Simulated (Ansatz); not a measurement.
# Ir4W (R-3m) in Ansatz: further runs, part 2 of 2

Ansatz 0.2.0.

### Step 6. Band structure, revPBE

input.yaml

```yaml
crystal:
  lattice:
    - [1.3778399727, 0.7954962791, 11.3105617925]
    - [-1.3778399727, 0.7954962791, 11.3105617925]
    - [0.0, -1.5909925582, 11.3105617925]
  atoms:
    - { symbol: Ir, position: [0.399668, 0.399668, 0.399668] }
    - { symbol: Ir, position: [0.800809, 0.800809, 0.800809] }
    - { symbol: Ir, position: [0.199191, 0.199191, 0.199191] }
    - { symbol: Ir, position: [0.600332, 0.600332, 0.600332] }
    - { symbol: W, position: [0.0, 0.0, 0.0] }
hamiltonian:
  xc: revpbe
  pseudopotentials: { kind: paw }
kpoints:
  mp_grid: { grid: [11, 11, 11] }
  band_path:
    path:
      - [[0.0, 0.0, 0.0], [0.5, 0.0, 0.0], [0.5, 0.1699644088, -0.1699644088]]
      - [[0.8300355912, 0.5, 0.1699644088], [0.5, 0.5, 0.5], [0.0, 0.0, 0.0], [0.3349822044, 0.0, -0.3349822044]]
      - [[0.6650177956, 0.3349822044, 0.0], [0.5, 0.5, 0.0], [0.6650177956, 0.6650177956, 0.1699644088], [0.5, 0.5, 0.5]]
      - [[0.5, 0.0, 0.0], [0.8300355912, 0.3349822044, 0.3349822044]]
    npoints: 14
scf:
  occupations: { method: fermi_dirac, width: 0.05 }
  n_extra_bands: 12
output:
  forces: true
  stress: true
  eigenvalues: true
  fatbands: true
```

Potentials or basis: Ansatz PAW.

On the command line:

```console
ansatz run input.yaml --threads 2 --pin off --max-ram 5632MiB --backend cpu --events-out ev --progress --plain --runs-dir out
```

What it wrote:

```text
Warning: RAYON_NUM_THREADS=2 ignored (pool sized by the plan → 2); use --threads N
basis.fft_grid_basis auto: the FFT boxes are laid along the combinations [[1, 0, -1], [0, 1, -1], [0, 0, 1]] of the cell's own vectors, 2.756, 2.756 and 11.422 Å long. The dense box has 20×20×80 points. Along the cell's own vectors, as sized, it would have 80×80×80, 16.00 times as many. Of the 12 symmetry operations that the crystal satisfies within crystal.symmetry.tolerance (time reversal apart; of a slab, those that keep its plane) the dense box along the cell's own vectors carries 12, and the one as laid loses 8 of those. basis.fft_grid_basis: typed keeps the cell's own vectors: state it where this run's energies or levels are differenced outside the engine with another run's, or held beside a run that keeps those vectors.
scf.n_extra_bands = 12 over 41 filled bands (N_el = 82.0): the run solves 53 bands
Engine: ansatz 0.2.0, x86_64-unknown-linux-gnu
Pseudopotentials: kind: paw
Pseudopotential: Ir, paw, valence charge 17, recommended cutoff 420 eV (normal), Ir.paw.azcp
Pseudopotential: W, paw, valence charge 14, recommended cutoff 420 eV (normal), W.paw.azcp
Functional definition: revPBE
  parameter kappa = 1.245
  parameter beta = 0.06672455060314922
  exchange = pbe_x(kappa = kappa, mu = beta*pi^2/3)
  correlation = pbe_c(beta = beta)
Crystal: 5 atoms, lattice volume = 74.383 Å³
Basis set: ecut = 420 eV, 1453 PW (Γ), FFT grids on a1−a3, a2−a3, a3, exchange–correlation on 40×40×160 points (8 copies of the dense FFT grid, shifted against one another)
Bands: 53, of which v1, the nominal top of the filled ones, is band 41 counted from 1 (40 counted from 0)
Symmetry: 12 space group operations
Space group: R-3m (ITA 166), of the structure as read, at distance tolerance 4.2e-5 Å
k-points: 146 of 1331
Non-local potential: Ir, projectors of the file, l = 0: 3, l = 1: 2, l = 2: 2, l = 3: 1
Non-local potential: W, projectors of the file, l = 0: 3, l = 1: 2, l = 2: 2, l = 3: 1
PAW form: soft (Blöchl's): semilocal exchange-correlation on the pseudo side does not see the compensation charge
PAW frozen core: Ir, regenerated for the run's functional, and the local potential with it (the file was generated under x = pbe(κ = 0.804, μ = 0.2195149727645171), c = pbe(β = 0.06672455060314922))
PAW frozen core: W, regenerated for the run's functional, and the local potential with it (the file was generated under x = pbe(κ = 0.804, μ = 0.2195149727645171), c = pbe(β = 0.06672455060314922))
PAW one-centre angular grid: Ir, 590 points (default); XC on 64 Gauss nodes
PAW one-centre angular grid: W, 590 points (default); XC on 64 Gauss nodes
Initial density: superposition of atomic densities (neutral atoms: chi_scale 0, normalization atom), corrected by the library's trained network
Initial wavefunctions: pseudopotential atomic-orbital guess
Functional: x = revpbe(κ = 1.245, μ = 0.2195149727645171), c = pbe(β = 0.06672455060314922)
SCF iter   1: F=—  HF=-58173.646308 eV  |F-HF|=—  |Δ(HF+E_count)|=         —  Δρ=9.62e-3  dr2=1.97e-1  ethr=1.77e-3  ⟨swp⟩=6.1  Hψ=25862  notcnv=0  defer=169
preconditioner: auto → Kerker (q_TF=auto, 2.773 Å⁻¹)  [metal: Δε(μ)=0.006 eV  Ē_g=8.147 eV  σ=0.050 eV  W_gap=0.03  n_scr=26 (ndim 8)  ℏωp=27.9 eV  f_vac=0.000  D(μ)=6.12/eV (n_scr^D=72)]
SCF iter   2: F=—  HF=-58173.644525 eV  |F-HF|=—  |Δ(HF+E_count)|=   1.78e-3  Δρ=5.12e-3  dr2=6.39e-2  ethr=2.41e-4  ⟨swp⟩=1.1  Hψ=8930  notcnv=0  defer=257
SCF iter   3: F=—  HF=-58173.643069 eV  |F-HF|=—  |Δ(HF+E_count)|=   1.46e-3  Δρ=5.80e-4  dr2=1.82e-3  ethr=7.79e-5  ⟨swp⟩=1.0  Hψ=7284  notcnv=0  defer=257
SCF iter   4: F=—  HF=-58173.642977 eV  |F-HF|=—  |Δ(HF+E_count)|=   9.20e-5  Δρ=1.55e-4  dr2=1.47e-4  ethr=2.22e-6  ⟨swp⟩=1.0  Hψ=7284  notcnv=0  defer=257
SCF iter   5: F=—  HF=-58173.642968 eV  |F-HF|=—  |Δ(HF+E_count)|=   8.65e-6  Δρ=4.30e-5  dr2=5.95e-6  ethr=1.80e-7  ⟨swp⟩=1.1  Hψ=7294  notcnv=0  defer=257
SCF iter   6: F=—  HF=-58173.642953 eV  |F-HF|=—  |Δ(HF+E_count)|=   1.54e-5  Δρ=9.70e-6  dr2=1.06e-7  ethr=7.25e-9  ⟨swp⟩=1.8  Hψ=8204  notcnv=0  defer=257
SCF iter   7: F=-58173.642953 eV  HF=-58173.642953 eV  |F-HF|=1.92e-9  |Δ(HF+E_count)|=   1.30e-8  Δρ=1.68e-6  dr2=3.51e-9  ethr=1.22e-10  ⟨swp⟩=9.5  Hψ=27743  notcnv=0
SCF 1 converged in 7 iterations: F = -58173.642953 eV  dr2 = 3.51e-9
NSCF: frozen V_eff on 130 k-points
SCF converged after 7 iterations
Free energy (F): -58173.642953 eV
Harris-Foulkes:  -58173.642953 eV  (|F-HF|=1.92e-9)
Internal energy: -58173.592949 eV  (E = F + TS)
E sigma→0 (E₀):  -58173.617951 eV
Entropy (-TS):   -0.050004 eV (-10.001 meV/atom)
Fermi energy:    24.245385 eV
--- Per-component energies (eV) ---
  E_band       = -476.258752
  E_kinetic    = 2939.182927
  E_local      = -5228.399399  (includes V_loc(G=0)·N_el)
  E_nonlocal   = 287.742801
  E_hartree    = 2005.940908
  E_xc         = -1339.026523
  E_vxc        = -1437.895396  (∫ρ·V_xc dr)
  E_paw        = -45502.258269  (= ΣΔE_a)
  E_vpaw       = -1048.772594  (= ΣTr[D̂ρ^β])
  E_aug_tail   = 0.000194  (compensation charges beyond the density's cutoff)
  E_ewald      = -11336.670307
  E_core_change = -0.105282  (= ΣΔE_core)
  E_smearing   = -0.050004  (= −TS)
  E_closure    = 0.000000  (closes the sum)
  Σ components = -58173.642953   (vs F -58173.642953, Δ=0.00e0)
--- Forces (eV/Å), atoms counted from 1 ---
  atom   1  Ir     0.00000000     0.00000000    -0.01921979
  atom   2  Ir     0.00000000    -0.00000000    -0.02284650
  atom   3  Ir     0.00000000     0.00000000     0.02284650
  atom   4  Ir     0.00000000    -0.00000000     0.01921979
  atom   5  W     -0.00000000     0.00000000     0.00000000
  max |Σ_I F_I| component: 2.69e-28 eV/Å
--- Stress (GPa, compression-positive) ---
        1.869650       0.000000       0.000000
        0.000000       1.869650       0.000000
        0.000000       0.000000       0.680002
  P = ⅓ Tr σ = 1.4731 GPa (14.731 kbar)
--- Band table (eV; the first three rows and the last of 146) ---
  k-point 0: bands = ["-68.4333", "-68.4017", "-68.2988", "-68.2985", "-49.7711", "-25.5578", "-25.3004", "-25.1147", "-25.0636", "-25.0636", "-25.0092", "-25.0092", "-25.0015", "-24.9365", "-24.9365", "-24.9341", "-24.9341", "-14.1607", "-13.3840", "-13.3840", "13.7974", "15.2880", "15.4152", "16.6572", "17.1057", "20.0921", "20.4482", "20.6991", "20.6991", "20.8033", "20.8033", "20.9472", "20.9472", "21.1420", "21.1420", "21.4398", "22.5907", "22.6079", "22.6079", "22.7766", "23.1783", "23.1783", "23.2157", "23.2157", "24.6076", "24.6076", "24.6887", "24.6887", "27.5322", "27.5322", "32.9235", "34.0977", "37.5412"]
  k-point 1: bands = ["-68.4298", "-68.3994", "-68.2961", "-68.2958", "-49.7624", "-25.5448", "-25.2992", "-25.1272", "-25.0975", "-25.0757", "-25.0369", "-25.0183", "-25.0135", "-24.9761", "-24.9671", "-24.9463", "-24.9433", "-14.1466", "-13.4862", "-13.4072", "14.1157", "15.5439", "15.7483", "16.9511", "17.4191", "19.8738", "20.2503", "20.4603", "20.6509", "20.8237", "20.9378", "20.9710", "21.0545", "21.1942", "21.3781", "21.4249", "21.8654", "22.0932", "22.5595", "22.6689", "22.7685", "23.0712", "23.5693", "23.5711", "24.5393", "24.6305", "24.8628", "25.6523", "27.5194", "27.8698", "32.9709", "34.1173", "38.2207"]
  k-point 2: bands = ["-68.4205", "-68.3932", "-68.2886", "-68.2885", "-49.7389", "-25.5111", "-25.3162", "-25.2062", "-25.1653", "-25.1077", "-25.0983", "-25.0867", "-25.0623", "-25.0431", "-25.0005", "-24.9724", "-24.9680", "-14.1087", "-13.7543", "-13.4689", "14.9979", "16.2206", "16.5518", "17.6668", "18.1841", "19.3215", "19.8880", "19.9691", "20.2143", "20.3975", "20.7189", "21.0624", "21.2364", "21.3175", "21.6072", "21.8033", "21.8904", "21.9576", "22.1208", "22.3596", "22.9941", "23.4131", "23.4548", "23.7418", "24.4978", "24.9589", "25.4915", "27.2388", "27.4596", "28.5500", "32.8943", "34.4087", "38.6374"]
  k-point 145: bands = ["-68.4298", "-68.3994", "-68.2960", "-68.2958", "-49.7624", "-25.5455", "-25.2956", "-25.1326", "-25.0975", "-25.0757", "-25.0374", "-25.0183", "-25.0104", "-24.9762", "-24.9670", "-24.9462", "-24.9433", "-14.1466", "-13.4862", "-13.4072", "14.3975", "14.6968", "16.6217", "16.7869", "17.3758", "20.0892", "20.3407", "20.4120", "20.4563", "20.6751", "20.8984", "20.9188", "21.0125", "21.0350", "21.2517", "21.2871", "21.9195", "22.1575", "22.4695", "22.8580", "23.0907", "23.1087", "23.5090", "24.0460", "24.2975", "24.3474", "24.9808", "25.6265", "27.5257", "28.1031", "31.6429", "36.1061", "37.2575"]
```

Run time: 12 s. Hardware: 2 threads of Intel Xeon 6975P-C (Granite Rapids), shared host; peak memory 0.71 GiB.

What came out:

| Quantity | Value |
| --- | --- |
| Free energy | -58173.6430 eV |
| Pressure | 1.5 GPa |
| Largest force | 0.023 eV/Å |
| Band gap on the k mesh | none (metal or under the smearing width) |

Forces in eV/Å, atoms in the order of the input:
```
Ir   0.000  0.000 -0.019
Ir   0.000  0.000 -0.023
Ir   0.000  0.000  0.023
Ir   0.000  0.000  0.019
W    0.000  0.000  0.000
```

Levels at the corners of the path, in eV from the Fermi level:
```
point  band 36  band 37  band 38  band 39  band 40  band 41  band 42  band 43  band 44  band 45
    Γ    -2.81    -1.65    -1.64    -1.64    -1.47    -1.07    -1.07    -1.03    -1.03     0.36
    L    -0.54    -0.32     0.10     0.31     0.91     1.04     1.10     1.24     1.48     2.61
   B1    -1.73    -1.62    -1.39    -0.21    -0.15     0.42     0.50     1.07     1.24     2.96
    B    -1.73    -1.62    -1.39    -0.21    -0.15     0.42     0.50     1.07     1.24     2.96
    Z    -3.21    -2.29    -1.76    -1.76    -1.17    -1.17    -0.51    -0.51    -0.40    -0.12
    Γ    -2.81    -1.65    -1.64    -1.64    -1.47    -1.07    -1.07    -1.03    -1.03     0.36
    X    -1.72    -1.62    -1.39    -0.20    -0.15     0.42     0.48     1.07     1.24     2.97
    Q    -1.72    -1.62    -1.39    -0.20    -0.15     0.42     0.48     1.07     1.24     2.97
    F    -1.38    -1.12    -0.13     0.91     1.04     1.12     1.18     1.87     2.02     2.45
   P1    -1.29    -1.03     0.01     0.91     1.04     1.12     1.19     1.38     1.92     2.62
    Z    -3.21    -2.29    -1.76    -1.76    -1.17    -1.17    -0.51    -0.51    -0.40    -0.12
    L    -0.54    -0.32     0.10     0.31     0.91     1.04     1.10     1.24     1.48     2.61
    P    -1.29    -1.03     0.01     0.91     1.04     1.12     1.19     1.38     1.92     2.62
```

Caveat: spin-orbit coupling is left out, which moves the levels of the heavy elements; the PAW data sets come from PBE, with cores solved anew for the run's functional, which leaves a small shift of forces and pressure.

### Step 7. The runs side by side

```csv
level,gap on the mesh (eV),pressure (GPa),largest force (eV/Å)
LDA,none,-17.4,0.06
PBE,none,-1.4,0.02
PBEsol,none,-11.9,0.03
RPBE,none,2.6,0.03
revPBE,none,1.5,0.02
```

Alike in all rows: task band structure; potentials or basis Ansatz PAW; no spin polarisation; cell as given; k mesh 11 × 11 × 11; cutoff (eV) 420; smearing fermi-dirac 0.05 eV.

Every run on the cell as given and a fine mesh finds a metal. The pressure there spans -17.4 GPa (LDA) to 2.6 GPa (RPBE); a positive pressure means that this level wants a larger cell, a negative one a smaller.

Caveats: spin-orbit coupling is left out, which moves the levels of the heavy elements; the PAW data sets come from PBE, with cores solved anew for the run's functional, which leaves a small shift of forces and pressure (some runs).

Absolute energies hang on the potentials; compare differences alone.
